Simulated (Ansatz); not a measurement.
## BeB in Ansatz: convergence with smearing width

Input of the first run (smearing width 0.3 eV); the others differ in this setting and in those tied to it:

input.yaml

```yaml
crystal:
  lattice:
    - [0.0, 1.96663667, 1.96663667]
    - [1.96663667, 0.0, 1.96663667]
    - [1.96663667, 1.96663667, 0.0]
  atoms:
    - { symbol: Be, position: [0.019534, -0.004391, -0.009599] }
    - { symbol: B, position: [0.276716, 0.2499, 0.221171] }
hamiltonian:
  xc: pbe
  pseudopotentials: { kind: paw }
kpoints:
  mp_grid: { grid: [8, 8, 8] }
scf:
  occupations: { method: gaussian, width: 0.3 }
output:
  forces: true
  stress: true
  eigenvalues: true
```

Potentials or basis: Ansatz PAW.

The run is started by

```sh
$ ansatz run input.yaml --threads 2 --pin off --max-ram 5632MiB --backend cpu --events-out ev --progress --plain --runs-dir out
```

The cell isn't the ideal one: atoms moved at random, drawn with an rms of 0.05 Å.

The cell was built by a generator and needn't be a form met in nature.

Hardware: 2 threads of Arm Neoverse V2, on a shared host.

Problem. The values tried are 0.3 eV, 0.2 eV, 0.15 eV, 0.1 eV, 0.05 eV, 0.025 eV, 0.01 eV, 0.005 eV, loosest first. From which on does the pressure stay within 0.1 GPa of the tightest run that finished?

Solution. From 0.1 eV on.

```csv
smearing width,"energy less the tightest run, at zero smearing (meV/atom)",pressure (GPa),largest force (eV/Å),SCF cycles,CPU time (s),peak memory (GiB)
0.3 eV,-1.16,62.14,0.603,6,2.5,0.3
0.2 eV,-0.32,62.06,0.601,6,2.5,0.3
0.15 eV,-0.13,62.04,0.600,6,2.5,0.3
0.1 eV,-0.12,62.06,0.596,6,2.5,0.3
0.05 eV,-0.11,62.15,0.586,6,2.6,0.29
0.025 eV,-0.07,62.19,0.586,6,2.6,0.3
0.01 eV,-0.01,62.17,0.586,6,2.7,0.3
0.005 eV,0.00,62.15,0.587,6,2.6,0.3
```

Against the tightest run, the energy stays within 1 meV/atom from 0.2 eV on; the largest force stays within 0.005 eV/Å from 0.05 eV on. Narrower smearing needs a denser k mesh, so at a fixed mesh the narrowest width isn't the most accurate. The tightest run that finished is the yardstick and may itself not be fully converged.
